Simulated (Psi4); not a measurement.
# SiHSClF2 (SMILES F[Si](F)(S)Cl) at wB97X-D/6-31G(d) (density fitting, Cartesian functions, sweep point 4)

Wanted: a single-point energy of SiHSClF2. The job is set up through a Python script.

The calculation is run with Psi4 1.11.

8 further runs of the same task are left out: 1 that didn't finish, 7 set aside as unsound or not needed.

## Step 1: Starting point

SiHSClF2: 6 atoms, total charge 0, spin state singlet. As SMILES, `F[Si](F)(S)Cl`. The coordinates come from a PBE0-D4/def2-TZVP relaxation. This is one conformer, not always the lowest.

Bond lengths: F1–Si2 1.577 Å, Si2–F3 1.575 Å, Si2–S4 2.095 Å, Si2–Cl5 2.020 Å, S4–H6 1.345 Å. Angles: F1–Si2–F3 107.6°, F1–Si2–S4 112.3°, F1–Si2–Cl5 106.7°, F3–Si2–S4 106.6°, F3–Si2–Cl5 109.4°, S4–Si2–Cl5 114.0°, Si2–S4–H6 92.5°.

## Step 2: A single-point energy at wB97X-D/6-31G(d) (density fitting, Cartesian functions, sweep point 4)

Input file clf2hssi.py:

```python
import psi4

psi4.set_memory(1600000000)
psi4.set_num_threads(1)
psi4.set_output_file('clf2hssi.out', False)

molecule = psi4.geometry("""
F      0.963400    -0.052900     1.442800
Si     0.337800    -0.341700     0.024100
F      0.460600    -1.889100    -0.244500
S     -1.704700     0.119100    -0.051300
Cl     1.458000     0.665600    -1.322100
H     -1.473100     1.435000     0.104800
symmetry c1
""")

psi4.set_options({
    'basis': '6-31G*',
    'scf_type': 'df',
    'scf_initial_accelerator': 'ediis',
})

e = psi4.energy("wb97x-d", molecule=molecule)
print('E =', round(e, 9))
```

Started as:

```
$ python clf2hssi.py
```

Q: Predict the results. Wanted: total energy; dipole moment; HOMO energy; LUMO energy; HOMO–LUMO gap; dispersion energy.

**Answer.** As computed:

At wB97X-D/6-31G* (density fitting, Cartesian functions, sweep point 4):

```
         quantity           value
     total energy  -1348.25631 Eh
    dipole moment          1.44 D
      HOMO energy       -10.27 eV
      LUMO energy         1.77 eV
    HOMO–LUMO gap        12.04 eV
dispersion energy    -4.03 kJ/mol
```
